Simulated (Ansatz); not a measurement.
## CuH3OS, SMILES [OH2+][Cu-][SH]: a saddle search for pyramidal inversion, step by step

With the Python package of Ansatz (0.2.0).

Run as a notebook:

**Cell 1**
```python
import ansatz as az
import numpy as np
```

**Cell 2**
```python
GEOMETRY = """
O     0.34500    0.51810   -1.28100
Cu    0.32460   -1.06450   -0.35440
S     0.07550   -1.19930    1.70980
H    -0.60320    0.44780   -1.16870
H     0.55160    1.23480   -0.63550
H    -0.65140   -0.00090    1.68360
"""
```

**Cell 3**
```python
cuh3os = az.Crystal.molecule()
for line in GEOMETRY.strip().splitlines():
    symbol, *xyz = line.split()
    cuh3os = cuh3os.atom(symbol, [float(v) for v in xyz])
```

**Cell 4**
```python
model = (
    cuh3os.calculation()
    .basis(gaussian="def2-SVP")
    .functional("PBE0")
)
symbols = [site.symbol for site in cuh3os.cartesian_sites]
start = np.array([site.position_ang for site in cuh3os.cartesian_sites], dtype=float)
report = model.relax(force_tolerance=0.005).run(threads=1).report
end = np.array(report["positions_ang"])
```

**Cell 5**
```python
a, b, d = end[[1, 3, 4]]
normal = np.cross(b - a, d - a)
normal /= np.linalg.norm(normal)
flat = end.copy()
flat[0] -= 0.8 * ((end[0] - a) @ normal) * normal
guess = np.zeros_like(flat)
guess[0] = normal
near = az.Crystal.molecule()
for symbol, place in zip(symbols, flat):
    near = near.atom(symbol, place.tolist())
search = (
    near.calculation()
    .basis(gaussian="def2-SVP")
    .functional("PBE0")
    .saddle(mode_guess=guess.tolist(), force_tolerance=0.01, max_steps=40)
)
steps = []
top = search.session().plan().execute(on_event=lambda e: steps.append(e["data"]) if e["event"] == "saddle_step" else None).report
for s in steps:
    print(f"step {s['step']:2d}  E = {s['lagrangian_ev']:.5f} eV  force {s['allowed_force_max_ev_ang']:.4f} eV/A  curvature {s['curvature_ev_ang2']:.3f} eV/A^2")
print(f"minimum {report['free_energy_ev']:.5f} eV, saddle {top['free_energy_ev']:.5f} eV")
print(f"electronic barrier {96.485332 * (top['free_energy_ev'] - report['free_energy_ev']):.2f} kJ/mol")
saddle = np.array(top["positions_ang"])
print("final positions (A) and the move of each atom")
for symbol, xyz, old in zip(symbols, saddle, end):
    print(f"{symbol:2s} {xyz[0]:10.5f} {xyz[1]:10.5f} {xyz[2]:10.5f}   {np.linalg.norm(xyz - old):7.4f}")
```
Output:
```text
step  1  E = -57549.09399 eV  force 2.8269 eV/A  curvature -11.248 eV/A^2
step  2  E = -57549.26112 eV  force 0.2060 eV/A  curvature -0.543 eV/A^2
step  3  E = -57549.26346 eV  force 0.2662 eV/A  curvature -0.379 eV/A^2
step  4  E = -57549.26514 eV  force 0.2296 eV/A  curvature -0.480 eV/A^2
step  5  E = -57549.26820 eV  force 0.2578 eV/A  curvature -0.059 eV/A^2
step  6  E = -57549.27280 eV  force 0.1098 eV/A  curvature -0.263 eV/A^2
step  7  E = -57549.27589 eV  force 0.1406 eV/A  curvature -0.916 eV/A^2
step  8  E = -57549.27597 eV  force 0.0923 eV/A  curvature -0.856 eV/A^2
step  9  E = -57549.27496 eV  force 0.0315 eV/A  curvature -0.819 eV/A^2
step 10  E = -57549.27499 eV  force 0.0883 eV/A  curvature -0.824 eV/A^2
step 11  E = -57549.27505 eV  force 0.0518 eV/A  curvature -0.769 eV/A^2
step 12  E = -57549.27503 eV  force 0.0119 eV/A  curvature -0.822 eV/A^2
step 13  E = -57549.27503 eV  force 0.0175 eV/A  curvature -0.777 eV/A^2
step 14  E = -57549.27503 eV  force 0.0038 eV/A  curvature -0.824 eV/A^2
minimum -57549.29397 eV, saddle -57549.27507 eV
electronic barrier 1.82 kJ/mol
final positions (A) and the move of each atom
O     0.15963    0.73945   -1.32778    0.2839
Cu    0.07560   -0.38723    0.27220    0.1533
S     0.01071   -1.64746    1.98518    0.0323
H    -0.49364    0.76744   -2.03420    0.1097
H     0.84421    1.38559   -1.52865    0.1096
H    -0.68510   -0.75424    2.72816    0.1377
```

Caveats:
- These settings explore the input space; basis and method may be short of convergence.
- The energies are electronic: no zero-point or thermal terms, and the basis set is short of its limit. No separate frequency run checks the order of the saddle point.
- Finished in 4 min on 1 thread of Arm Neoverse V1, on a shared host, peak memory 0.24 GiB.
